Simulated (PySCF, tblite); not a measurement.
# C7H15FSi: geometry, infrared bands and NMR shifts

What infrared bands and NMR shifts should C7H15FSi (`CC[C@@](C)([SiH3])[C@@H]1C[C@@H]1F`) show?

Programs: tblite 0.8.0 and PySCF 2.14.0, with density-fitted response routines of our own. Each step states its level of theory. These are calculated values for one molecule in the gas phase, unless marked as measured. Atoms count from 0, in the outputs and in this text.

**1. The molecule as given**

24 atoms, charge 0, multiplicity 1; geometry from: force field or distance geometry start.

Bonds of the start (Å): C0–C1 1.49, C1–C2 1.50, C2–C3 1.54, C2–Si4 1.86, C2–C5 1.48, C5–C6 1.49, C6–C7 1.52, C7–F8 1.36, C7–C5 1.53, C0–H9 1.10, C0–H10 1.12, C0–H11 1.13, C1–H12 1.13, C1–H13 1.12, C3–H14 1.11, C3–H15 1.10, C3–H16 1.11, Si4–H17 1.47, Si4–H18 1.47, Si4–H19 1.48, C5–H20 1.11, C6–H21 1.09, C6–H22 1.12, C7–H23 1.10.

**2. Geometry optimisation with GFN2-xTB**

The job: settings as JSON, then the geometry in Å.

```
{"job": {"kind": "relax", "xc": "GFN2-xTB", "basis": "xTB"}, "charge": 0, "multiplicity": 1}
C     -2.349400    -0.495300    -0.613200
C     -1.424100     0.383800     0.149500
C      0.006200     0.409500    -0.301800
C     -0.053400     0.936500    -1.751700
Si     0.907300     1.679200     0.708900
C      0.668400    -0.914100    -0.397800
C      0.868100    -1.832900     0.756700
C      2.071100    -1.100900     0.189400
F      2.601300    -0.182700     1.047700
H     -2.177300    -0.528600    -1.703000
H     -2.426500    -1.526100    -0.190500
H     -3.390300    -0.083300    -0.482200
H     -1.833700     1.429000     0.075300
H     -1.491400     0.113000     1.232500
H      0.605700     1.820900    -1.865400
H      0.305200     0.146300    -2.435000
H     -1.094300     1.174200    -2.042400
H      0.982200     1.269800     2.116600
H      2.228700     2.005100     0.148400
H      0.152600     2.946700     0.685000
H      0.538900    -1.417600    -1.374500
H      0.639200    -1.585900     1.792900
H      0.897600    -2.930000     0.532400
H      2.756000    -1.696800    -0.436700
```

On the command line:

```console
> OMP_NUM_THREADS=1 python probes_run.py task.json out
```

This one command runs all jobs of the session in turn.

**Question.** This job is followed by: GFN2-xTB harmonic vibrations, gas phase; GIAO PBE0/pcSseg-1 NMR shielding, non-relativistic, gas phase. Predict these results of the whole session: strongest single infrared mode (GFN2-xTB); zero-point energy (GFN2-xTB); ¹³C shifts against TMS (PBE0/pcSseg-1); ¹H shifts against TMS (PBE0/pcSseg-1, means over atoms taken as alike); ²⁹Si shifts against TMS (PBE0/pcSseg-1); ¹⁹F shifts against CFCl3 (PBE0/pcSseg-1); surface potential, 1st and 99th percentile.

The runs gave:

| quantity | value |
| --- | --- |
| strongest single infrared mode (GFN2-xTB) | 2219 cm⁻¹, 374 km/mol |
| zero-point energy (GFN2-xTB) | 124.8 kcal/mol |
| ¹³C shifts against TMS (PBE0/pcSseg-1) | 79.2, 35.4, 27.9, 24.7, 23.6, 9.5, 8.8 ppm |
| ¹H shifts against TMS (PBE0/pcSseg-1, means over atoms taken as alike) | 4.85, 3.58, 1.70, 1.37, 1.32, 1.05, 0.74, 0.64, 0.61 ppm |
| ²⁹Si shifts against TMS (PBE0/pcSseg-1) | -54.9 ppm |
| ¹⁹F shifts against CFCl3 (PBE0/pcSseg-1) | -243.3 ppm |
| surface potential, 1st and 99th percentile | -0.95 V and 0.99 V |

The optimisation took 87 steps and gained 0.899 eV; among the close pairs (by a distance rule), C2–Si4 changed most, from 1.856 to 1.927 Å. No mode is imaginary among the 66: a minimum at this level. The strongest single mode, at 2219 cm⁻¹, moves mainly H19. Unscaled tight-binding wavenumbers are off by several per cent, some by more. Its intensities can rank the bands wrongly. C7 (three-membered-ring carbon bearing a halogen) lies farthest downfield among carbon, at 79.2 ppm; pulled downfield by the heteroatom. The most deshielded hydrogen is H23 (hydrogen on a three-membered-ring carbon bearing a halogen), at 4.85 ppm: its carbon carries F, hence the downfield position. At PBE0/pcSseg-1: The largest span, 137 ppm, is at C7, where the paramagnetic term is -141 ppm.
